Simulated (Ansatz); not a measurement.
# Sn2Te3Pt: the cost of one run

Computed with Ansatz 0.2.0 (DFT PBE, scalar-relativistic, plane waves, PAW, unless a step's input says otherwise).

## (1) The starting structure

It takes space group P4/mmm (No. 123, tetragonal). Conventional cell: a = 6.369 Å, b = 6.369 Å, c = 5.271 Å, α = 90.00°, β = 90.00°, γ = 90.00°. Sn (site symmetry mmm) is surrounded by 2 Te at 3.18 Å and 2 Pt at 3.18 Å. Around Te (site symmetry 4/mmm) lie 2 Te at 2.64 Å and 4 Sn at 3.18 Å. Te (site symmetry 4/mmm) has 2 Pt at 2.64 Å as nearest neighbours. Around Te (site symmetry 4/mmm) lie 2 Te at 2.64 Å. Around Pt (site symmetry 4/mmm) lie 2 Te at 2.64 Å.

Coordinates:

```xyz
6
Lattice="6.3686 0.0000 0.0000 0.0000 6.3686 0.0000 0.0000 0.0000 5.2713" Properties=species:S:1:pos:R:3 pbc="T T T"
Sn    0.0000    3.1843    2.6356
Sn    3.1843    0.0000    2.6356
Te    0.0000    0.0000    2.6356
Te    3.1843    3.1843    0.0000
Te    0.0000    0.0000    0.0000
Pt    3.1843    3.1843    2.6356
```

Recipe of the guess: random cell by space group and Wyckoff sites (P4/mmm, No. 123). Its size is a rough estimate.

## (2) Probe: one point on a coarse mesh

input.yaml

```yaml
crystal:
  lattice:
    - [6.36859198, 0.0, 0.0]
    - [0.0, 6.36859198, 0.0]
    - [0.0, 0.0, 5.27128141]
  atoms:
    - { symbol: Sn, position: [0.0, 0.5, 0.5] }
    - { symbol: Sn, position: [0.5, 0.0, 0.5] }
    - { symbol: Te, position: [0.0, 0.0, 0.5] }
    - { symbol: Te, position: [0.5, 0.5, 0.0] }
    - { symbol: Te, position: [0.0, 0.0, 0.0] }
    - { symbol: Pt, position: [0.5, 0.5, 0.5] }
basis:
  ecutwfc: 420
kpoints:
  mp_grid: { grid: [4, 4, 4] }
hamiltonian:
  xc: pbe
scf:
  occupations: { method: gaussian, width: 0.1 }
  lower_state_search: "off"
output:
  forces: true
  stress: true
  eigenvalues: true
```

Launch:

```console
$ ansatz run input.yaml --threads 1 --pin off --max-ram 2560MiB --backend cpu --events-out ev --progress --plain --runs-dir out
```

Q: Estimate wall time and peak memory on 1 thread of Arm Neoverse V1, shared host.

About 13 s, with a peak of 0.53 GiB.
